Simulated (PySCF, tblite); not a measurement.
# C₄H₁₀O₂Si₃: geometry, infrared bands and NMR shifts

Aim: predict the infrared bands and NMR shifts of C₄H₁₀O₂Si₃ (`CC(=O)[C@@H]1[SiH2][SiH2][SiH2]C1=O`).

Computed with tblite 0.8.0 and PySCF 2.14.0, with density-fitted response routines of our own, on a single molecule in the gas phase. Atoms are numbered from 0 throughout.

## (1) The molecule as given

19 atoms, charge 0, multiplicity 1; geometry from: force field or distance geometry start.

Bonds of the start (Å): C0–C1 1.52, C1–O2 1.22, C1–C3 1.48, C3–Si4 1.86, Si4–Si5 2.25, Si5–Si6 2.24, Si6–C7 1.83, C7–O8 1.24, C7–C3 1.45, C0–H9 1.13, C0–H10 1.10, C0–H11 1.11, C3–H12 1.13, Si4–H13 1.44, Si4–H14 1.47, Si5–H15 1.46, Si5–H16 1.45, Si6–H17 1.49, Si6–H18 1.45.

## (2) Geometry optimisation with GFN2-xTB

The job: settings as JSON, then the geometry in Å.

```
{"job": {"kind": "relax", "xc": "GFN2-xTB", "basis": "xTB"}, "charge": 0, "multiplicity": 1}
C      2.312500    -1.015800    -0.648300
C      1.263500     0.062900    -0.892400
O      0.995300     0.368400    -2.044000
C      0.609600     0.721100     0.263900
Si    -0.091000    -0.473400     1.512400
Si    -1.939100    -0.990900     0.331900
Si    -1.981800     1.052500    -0.591900
C     -0.363400     1.735100    -0.089500
O     -0.129300     2.947600    -0.072000
H      2.447000    -1.201800     0.457400
H      3.264400    -0.714300    -1.114500
H      1.976100    -1.958500    -1.136200
H      1.444500     1.250200     0.817400
H      0.759800    -1.605800     1.794500
H     -0.549600     0.265200     2.693600
H     -3.087600    -1.250900     1.201600
H     -1.678600    -2.041400    -0.638600
H     -3.012500     1.815000     0.161100
H     -2.249500     1.043900    -2.013700
```

Command:

```
$ OMP_NUM_THREADS=1 python probes_run.py task.json out
```

One launch serves the whole session: the jobs run in the order shown.

**Question.** This job is followed by: GFN2-xTB harmonic vibrations, gas phase; GIAO PBE0/pcSseg-1 NMR shielding, non-relativistic, gas phase. Predict these results of the whole session: strongest single infrared mode (GFN2-xTB); zero-point energy (GFN2-xTB); 13C shifts against TMS (PBE0/pcSseg-1); 1H shifts against TMS (PBE0/pcSseg-1, means over atoms taken as alike); 17O shifts against H2O (PBE0/pcSseg-1); 29Si shifts against TMS (PBE0/pcSseg-1); surface potential, 1st and 99th percentile.

The runs gave:

| quantity | value |
| --- | --- |
| strongest single infrared mode (GFN2-xTB) | 678 cm⁻¹, 482 km/mol |
| zero-point energy (GFN2-xTB) | 76.1 kcal/mol |
| 13C shifts against TMS (PBE0/pcSseg-1) | 244.0, 218.0, 69.4, 33.0 ppm |
| 1H shifts against TMS (PBE0/pcSseg-1, means over atoms taken as alike) | 4.67, 4.13, 4.09, 4.08, 3.76, 3.67, 3.60, 2.31 ppm |
| 17O shifts against H2O (PBE0/pcSseg-1) | 853.1, 595.5 ppm |
| 29Si shifts against TMS (PBE0/pcSseg-1) | -54.1, -98.6, -125.9 ppm |
| surface potential, 1st and 99th percentile | -1.57 V and 1.31 V |

In words: Relaxing lowered the energy by 1.304 eV in 142 steps; the close pair that moved most is Si6–C7, from 1.827 to 1.935 Å. All 51 modes are real, so the xTB geometry is a minimum. The strongest single mode, at 678 cm⁻¹, has its largest shares on H17, C3 and H13 (the list is cut at 3 atoms). Unscaled tight-binding wavenumbers are off by several per cent, some by more. Its intensities can rank the bands wrongly. At PBE0/pcSseg-1: The widest tensor belongs to O8: span 1712 ppm, with a paramagnetic part of -914 ppm. At PBE0/pcSseg-1, counted by nearest atom on the grid, the HOMO lies on O8 50 %; C7 13 %, the LUMO on C7 30 %; O8 22 %.
